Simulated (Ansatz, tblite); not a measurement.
# C34H30O6Si2: one state, many levels

The task here is to estimate one member of a computed series from the others.

Method: as each input shows; program: Ansatz 0.2.0, Gaussian basis.

Levels to be run: GFN1-xTB, GFN2-xTB, PBE-D4/def2-TZVP, r2SCAN-D4/def2-TZVP, PBE-D4/def2-SVP, PBE0-D4/def2-SVP.

1 further run of the same task is left out (set aside as unsound or not needed).

### The structure

The singlet was relaxed beforehand with PBE-D4/def2-SVP.

SMILES `C[Si](C)(C)C#Cc1ccc(-c2ccc(-c3ccc(-c4ccc(-c5ccc(-c6ccc(C#C[Si](C)(C)C)o6)o5)o4)o3)o2)o1`, 72 atoms, charge 0, spin multiplicity 1.

Bond lengths: C1–Si2 1.890 Å, C1–H43 1.109 Å, C1–H44 1.109 Å, C1–H45 1.110 Å, Si2–C3 1.891 Å, Si2–C4 1.891 Å, Si2–C5 1.849 Å, C3–H46 1.110 Å, C3–H47 1.109 Å, C3–H48 1.109 Å, C4–H49 1.109 Å, C4–H50 1.110 Å, C4–H51 1.109 Å, C5–C6 1.238 Å, C6–C7 1.406 Å, C7–C8 1.393 Å, C7–O42 1.382 Å, C8–C9 1.419 Å and more. Angles: Si2–C1–H43 111.1°, Si2–C1–H44 111.1°, Si2–C1–H45 110.2°, H43–C1–H44 108.0°, H43–C1–H45 108.1°, H44–C1–H45 108.1°, C1–Si2–C3 110.7°, C1–Si2–C4 110.6°, C1–Si2–C5 108.1°, C3–Si2–C4 110.3°, C3–Si2–C5 108.3°, C4–Si2–C5 108.8°, Si2–C3–H46 110.6°, Si2–C3–H47 111.0°, Si2–C3–H48 110.9°, H46–C3–H47 108.2°, H46–C3–H48 108.0°, H47–C3–H48 108.0° and more.

PBE0-D4/def2-TZVP was run before; its log isn't repeated, and its numbers join the tables.

The first run:

Tight binding, by tblite at 300 K electronic temperature and without a spin-polarisation term:

```python
tblite.interface.Calculator('GFN1-xTB', numbers, positions, charge=0, uhf=0).singlepoint()
```

Tight binding, by tblite at 300 K electronic temperature and without a spin-polarisation term:

```python
tblite.interface.Calculator('GFN2-xTB', numbers, positions, charge=0, uhf=0).singlepoint()
```

start.molden holds the orbitals of an earlier run on this state, given as this run's starting guess.

in.yaml

```yaml
crystal:
  periodic: [false, false, false]
  atoms:
    - {symbol: C, position_ang: [-11.265290, -4.752284, 3.999377]}
    - {symbol: Si, position_ang: [-12.092269, -3.708120, 2.658608]}
    - {symbol: C, position_ang: [-13.411731, -2.579180, 3.407450]}
    - {symbol: C, position_ang: [-12.856157, -4.816327, 1.330185]}
    - {symbol: C, position_ang: [-10.797309, -2.645777, 1.875410]}
    - {symbol: C, position_ang: [-9.950038, -1.918783, 1.340280]}
    - {symbol: C, position_ang: [-9.019695, -1.070146, 0.715286]}
    - {symbol: C, position_ang: [-9.175388, 0.038088, -0.114355]}
    - {symbol: C, position_ang: [-7.873302, 0.495207, -0.442916]}
    - {symbol: C, position_ang: [-6.988181, -0.361901, 0.204713]}
    - {symbol: C, position_ang: [-5.557741, -0.411170, 0.254718]}
    - {symbol: C, position_ang: [-4.656655, -1.254783, 0.893487]}
    - {symbol: C, position_ang: [-3.358217, -0.785536, 0.556462]}
    - {symbol: C, position_ang: [-3.542286, 0.317100, -0.271028]}
    - {symbol: C, position_ang: [-2.634884, 1.206601, -0.928279]}
    - {symbol: C, position_ang: [-2.823046, 2.308564, -1.756067]}
    - {symbol: C, position_ang: [-1.527408, 2.779722, -2.094350]}
    - {symbol: C, position_ang: [-0.620274, 1.937549, -1.456452]}
    - {symbol: C, position_ang: [0.812178, 1.912444, -1.424111]}
    - {symbol: C, position_ang: [1.776648, 2.720925, -2.020334]}
    - {symbol: C, position_ang: [3.038360, 2.205726, -1.623442]}
    - {symbol: C, position_ang: [2.773337, 1.112393, -0.805549]}
    - {symbol: C, position_ang: [3.618261, 0.192934, -0.107822]}
    - {symbol: C, position_ang: [3.356377, -0.900923, 0.710886]}
    - {symbol: C, position_ang: [4.620435, -1.412957, 1.106068]}
    - {symbol: C, position_ang: [5.581395, -0.603068, 0.507846]}
    - {symbol: C, position_ang: [7.015959, -0.623795, 0.536970]}
    - {symbol: C, position_ang: [7.919667, -1.467917, 1.179467]}
    - {symbol: C, position_ang: [9.212904, -0.997865, 0.837985]}
    - {symbol: C, position_ang: [9.035457, 0.107089, 0.007708]}
    - {symbol: C, position_ang: [9.944878, 0.968441, -0.630671]}
    - {symbol: C, position_ang: [10.757583, 1.719137, -1.186175]}
    - {symbol: Si, position_ang: [11.983630, 2.831915, -2.009949]}
    - {symbol: C, position_ang: [11.820428, 2.635288, -3.883537]}
    - {symbol: C, position_ang: [13.711371, 2.318264, -1.436246]}
    - {symbol: C, position_ang: [11.615255, 4.615593, -1.501644]}
    - {symbol: O, position_ang: [7.684880, 0.327994, -0.172239]}
    - {symbol: O, position_ang: [4.968709, 0.373567, -0.230897]}
    - {symbol: O, position_ang: [1.421319, 0.933667, -0.684516]}
    - {symbol: O, position_ang: [-1.296679, 0.980946, -0.746749]}
    - {symbol: O, position_ang: [-4.880139, 0.546159, -0.454997]}
    - {symbol: O, position_ang: [-7.672388, -1.309565, 0.906233]}
    - {symbol: H, position_ang: [-10.474012, -5.399681, 3.570435]}
    - {symbol: H, position_ang: [-10.800453, -4.111176, 4.775266]}
    - {symbol: H, position_ang: [-12.014245, -5.405220, 4.493859]}
    - {symbol: H, position_ang: [-14.214748, -3.179191, 3.883991]}
    - {symbol: H, position_ang: [-12.973262, -1.913894, 4.178275]}
    - {symbol: H, position_ang: [-13.876309, -1.941319, 2.628444]}
    - {symbol: H, position_ang: [-12.088310, -5.469689, 0.869050]}
    - {symbol: H, position_ang: [-13.644349, -5.464188, 1.767373]}
    - {symbol: H, position_ang: [-13.317429, -4.209671, 0.524780]}
    - {symbol: H, position_ang: [-10.134868, 0.456197, -0.435597]}
    - {symbol: H, position_ang: [-7.594858, 1.344656, -1.074374]}
    - {symbol: H, position_ang: [-4.921766, -2.106603, 1.527655]}
    - {symbol: H, position_ang: [-2.391720, -1.192068, 0.870236]}
    - {symbol: H, position_ang: [-3.789329, 2.715140, -2.070215]}
    - {symbol: H, position_ang: [-1.275898, 3.634404, -2.730897]}
    - {symbol: H, position_ang: [1.584566, 3.582788, -2.667833]}
    - {symbol: H, position_ang: [4.032732, 2.575875, -1.891841]}
    - {symbol: H, position_ang: [2.363617, -1.273562, 0.981503]}
    - {symbol: H, position_ang: [4.815750, -2.274065, 1.753692]}
    - {symbol: H, position_ang: [7.666970, -2.321023, 1.817795]}
    - {symbol: H, position_ang: [10.179086, -1.405329, 1.152612]}
    - {symbol: H, position_ang: [12.545759, 3.291376, -4.409239]}
    - {symbol: H, position_ang: [12.015468, 1.588199, -4.191775]}
    - {symbol: H, position_ang: [10.800536, 2.907909, -4.223656]}
    - {symbol: H, position_ang: [14.483499, 2.961743, -1.907764]}
    - {symbol: H, position_ang: [13.809285, 2.411940, -0.335740]}
    - {symbol: H, position_ang: [13.925478, 1.265511, -1.711086]}
    - {symbol: H, position_ang: [11.691086, 4.739658, -0.402483]}
    - {symbol: H, position_ang: [12.335446, 5.312878, -1.979120]}
    - {symbol: H, position_ang: [10.592285, 4.913194, -1.810140]}
basis:
  gaussian: {orbitals: def2-TZVP, fitting: {mean_field: def2-universal-jkfit}, initial_orbitals: start.molden}
hamiltonian: {xc: pbe, dispersion: d4}
scf: {omitted_lower_state_checks: [starts]}
output: {forces: true, orbitals: {seedname: orbitals}}
```

Run with:

```sh
ansatz run in.yaml --threads 4 --pin off --events-out ev --progress --plain --max-ram 66560MiB --backend cuda --devices 0, --max-vram 37GiB
```

Among the steps run: PBE-D4/def2-TZVP; r2SCAN-D4/def2-TZVP; PBE-D4/def2-SVP; PBE0-D4/def2-SVP.

One of the session's tables, all rows but one given; the rest of the session is left out.

It belongs to the step «Binding energy». 

| level | binding an atom (eV) |
| --- | --- |
| PBE-D4/def2-SVP | 5.255 |
| PBE-D4/def2-TZVP | ? |
| r2SCAN-D4/def2-TZVP | 5.012 |
| PBE0-D4/def2-SVP | 5.123 |
| PBE0-D4/def2-TZVP | 5.047 |

**Question.** Estimate the row for PBE-D4/def2-TZVP.

The run gave: binding an atom (eV): 5.178. In the column «binding an atom (eV)» it lies between PBE0-D4/def2-SVP (5.123) and PBE-D4/def2-SVP (5.255).

Limits of these values: Free atoms were run apart at each level; binding is atoms less cluster, divided by the number of atoms, without zero-point or spin-orbit terms.
